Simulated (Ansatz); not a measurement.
## Ag, space group P6_3/mmc: a test of the smearing width, step by step

With Ansatz's Python interface.

Interactive session:
```pycon
>>> import ansatz as az
>>> import pandas as pd
>>> structure = (
...     az.Lattice.of((2.8862, 0.0, 0.0), (-1.4431, 2.499523, 0.0), (0.0, 0.0, 10.0))
...     .atom('Ag', (1 / 3, 2 / 3, 0.25))
...     .atom('Ag', (2 / 3, 1 / 3, 0.75))
...     .atom('Ag', (0.0, 0.0, 0.0))
...     .atom('Ag', (0.0, 0.0, 0.5))
... )
>>> [site.symbol for site in structure.resolved().sites]
['Ag', 'Ag', 'Ag', 'Ag']
>>> model = (
...     structure.calculation()
...     .functional('r2scan')
...     .pseudopotentials('paw', azcp={'folder': 'soft_1'})
...     .basis(600)
...     .kpoints(density=3.8)  # the mesh must be finer for metals
... )
>>> rows = []
>>> for value in [0.25, 0.15, 0.1, 0.05, 0.025]:
...     rep = model.occupations('fermi_dirac', width=value).run(threads=1).report
...     rows.append((value, rep['free_energy_ev'] / len(rep['lattice']['sites']), rep['n_iterations'], rep['n_kpoints']))
...
>>> table = pd.DataFrame(rows, columns=['width (eV)', 'F/atom (eV)', 'iterations', 'k-points'])
>>> table.round(5)
   width (eV)  F/atom (eV)  iterations  k-points
0       0.250  -7604.00966           9        28
1       0.150  -7603.99046           9        28
2       0.100  -7603.98408           9        28
3       0.050  -7603.98037           8        28
4       0.025  -7603.97968           8        28
>>> # the last row is the reference
>>> for row in rows[:-1]:
...     shift = 1000 * (row[1] - rows[-1][1])
...     print(f'{row[0]}: {shift:+.2f} meV/atom' + ('  (within 5 meV)' if abs(shift) < 5 else ''))
...
0.25: -29.98 meV/atom
0.15: -10.78 meV/atom
0.1: -4.40 meV/atom  (within 5 meV)
0.05: -0.69 meV/atom  (within 5 meV)
```

Going from 0.025 to 0.25 eV changes F by -30.0 meV an atom. With this scheme F falls roughly as the square of the width; the report's estimate for zero width (energy_sigma0_ev) moves by only -1.2 meV.

The mesh is modest for a metal, so energies can be off by several to tens of meV an atom and pressures by half a GPa or more; differences at equal mesh fare better. A Fermi-Dirac width this large means warm electrons, whose thermal share enters the free energy. The narrowest width needs the finest mesh, so the last row is no converged reference. This isn't the structure that Ag takes at ambient conditions. Hardware and time: 33 s on 1 thread of Intel(R) Xeon(R) Processor @ 2.30GHz (shared host), peak memory 0.76 GiB.
